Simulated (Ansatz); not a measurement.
I need harmonic frequencies at the relaxed geometry of Cl2H2OSi, SMILES O[SiH](Cl)Cl. Use the Ansatz DFT code, driven from Python. Settings (for the species named): PBE, cc-pVDZ basis, multiplicity 1.

```yaml
atoms:
  - { symbol: O, position_ang: [0.4216, 1.1583, -0.4521] }
  - { symbol: Si, position_ang: [0.1139, -0.2054, 0.3644] }
  - { symbol: Cl, position_ang: [0.5643, -1.7043, -0.9358] }
  - { symbol: Cl, position_ang: [-1.8193, -0.3076, 0.6598] }
  - { symbol: H, position_ang: [-0.1171, 1.2632, -1.3137] }
  - { symbol: H, position_ang: [0.8787, -0.2683, 1.6312] }
```

The script, `run_freq.py`:
```python
# -*- coding: utf-8 -*-
import argparse
import itertools
import logging
import sys

import ansatz as az
from ase import Atoms
from ase.data import atomic_numbers, covalent_radii
import numpy as np

logging.basicConfig(stream=sys.stdout, format="[%(levelname)s] %(message)s")
logger = logging.getLogger("calc")
logger.setLevel(logging.INFO)

parser = argparse.ArgumentParser(description="Vibrations and zero-point energy of Cl2H2OSi.")
parser.add_argument("--basis", default="cc-pVDZ", help="Gaussian basis set")
parser.add_argument("--functional", default="pbe", help="exchange-correlation functional")
args = parser.parse_args()

atoms = Atoms(["O", "Si", "Cl", "Cl", "H", "H"], positions=[
    (0.4216, 1.1583, -0.4521),
    (0.1139, -0.2054, 0.3644),
    (0.5643, -1.7043, -0.9358),
    (-1.8193, -0.3076, 0.6598),
    (-0.1171, 1.2632, -1.3137),
    (0.8787, -0.2683, 1.6312),
])
geometry = az.Crystal.molecule_from_ase(atoms)

setup = (
    geometry.calculation()
    .basis(gaussian=args.basis)
    .functional(args.functional)
    .scf(lower_state_search="standard")
)
symbols = [site.symbol for site in geometry.cartesian_sites]
start = np.array([site.position_ang for site in geometry.cartesian_sites], dtype=float)
def progress(event):
    if event["event"] == "relax_step":
        row = event["data"]
        logger.info(f"step {row['step']:3d}  E = {row['lagrangian_ev']:.6f} eV  largest force component {row['allowed_force_max_ev_ang']:.4f} eV/A")


summary = setup.relax(force_tolerance=0.003).session().plan().execute(on_event=progress).report
end = np.array(summary["positions_ang"])

radius = [covalent_radii[atomic_numbers[s]] for s in symbols]
span = lambda where, i, j: np.linalg.norm(where[i] - where[j])
bonded = [(i, j) for i, j in itertools.combinations(range(len(symbols)), 2) if min(span(start, i, j), span(end, i, j)) < 1.2 * (radius[i] + radius[j])]
logger.info("pair        before    after (A)")
for i, j in bonded:
    print(f"{symbols[i]}{i}-{symbols[j]}{j}".ljust(10), f"{span(start, i, j):8.4f} {span(end, i, j):8.4f}")
for first, second in list(itertools.combinations(bonded, 2)):
    shared = set(first) & set(second)
    if shared and symbols[(j := shared.pop())] != "H":
        i, k = sorted((set(first) | set(second)) - {j})
        u, v = end[i] - end[j], end[k] - end[j]
        angle = np.degrees(np.arccos(np.clip(u @ v / np.linalg.norm(u) / np.linalg.norm(v), -1, 1)))
        logger.info(f"final angle {symbols[i]}{i}-{symbols[j]}{j}-{symbols[k]}{k}: {angle:.2f} deg")

minimum = az.Crystal.molecule()
for symbol, place in zip(symbols, end):
    minimum = minimum.atom(symbol, place.tolist())
vibrating = minimum.calculation()
vibrating = vibrating.basis(gaussian=args.basis)
vibrating = vibrating.functional(args.functional)
vibrating = vibrating.scf(lower_state_search="standard").phonons(temperatures=(100, 500, 100))
vib = vibrating.run().report["vibrations"]
sums = vib["harmonic_sums"]
modes = [m["omega_inv_cm"] for m in sums["modes_at_gamma"] if m["rigid_motion"] == "no"]
print("frequencies (1/cm):", " ".join(f"{w:.0f}" for w in modes))
print("imaginary modes:", sum(w < 0 for w in modes), " zero-point energy:", round(sums["zero_point_energy_ev"], 4), "eV")
logger.info("T (K)   F_vib (eV)   S_vib (meV/K)   C_vib (meV/K)")
for row in zip(sums["temperatures_k"], sums["vibrational_free_energy_ev"], vib["entropy_ev_per_k"], vib["heat_capacity_ev_per_k"]):
    logger.info(f"{row[0]:6.1f} {row[1]:11.4f} {1000 * row[2]:13.4f} {1000 * row[3]:15.4f}")
```

```console
$ python run_freq.py
[INFO] step   1  E = -34989.619841 eV  largest force component 3.0728 eV/A
[INFO] step   2  E = -34989.997081 eV  largest force component 1.0768 eV/A
[INFO] step   3  E = -34990.032029 eV  largest force component 0.5234 eV/A
[INFO] step   4  E = -34990.036642 eV  largest force component 0.1229 eV/A
[INFO] step   5  E = -34990.036963 eV  largest force component 0.0197 eV/A
[INFO] step   6  E = -34990.036996 eV  largest force component 0.0199 eV/A
[INFO] step   7  E = -34990.037014 eV  largest force component 0.0016 eV/A
[INFO] pair        before    after (A)
O0-Si1       1.6190   1.6771
O0-H4        1.0215   0.9774
Si1-Cl2      2.0347   2.0888
Si1-Cl3      1.9583   2.0888
Si1-H5       1.4811   1.4898
[INFO] final angle Si1-O0-H4: 114.80 deg
[INFO] final angle O0-Si1-Cl2: 111.49 deg
[INFO] final angle O0-Si1-Cl3: 111.48 deg
[INFO] final angle O0-Si1-H5: 106.29 deg
[INFO] final angle Cl2-Si1-Cl3: 107.13 deg
[INFO] final angle Cl2-Si1-H5: 110.24 deg
[INFO] final angle Cl3-Si1-H5: 110.25 deg
frequencies (1/cm): 173 182 275 287 486 553 749 753 853 908 2239 3703
imaginary modes: 0  zero-point energy: 0.6919 eV
[INFO] T (K)   F_vib (eV)   S_vib (meV/K)   C_vib (meV/K)
[INFO]  100.0      0.6902        0.0677          0.1603
[INFO]  200.0      0.6747        0.2468          0.3704
[INFO]  300.0      0.6408        0.4284          0.5272
[INFO]  400.0      0.5895        0.5957          0.6330
[INFO]  500.0      0.5223        0.7450          0.7034
```

Caveats:
- These settings explore the input space; basis and method may be short of convergence.
- The frequencies are harmonic and unscaled, in a modest basis.
- The result belongs to the one conformer reached from this start, and soft torsions count as harmonic oscillators.
- Wall time of the script: 70 s on 1 thread of Arm Neoverse V1, with other jobs on the host, peak memory 0.21 GiB.
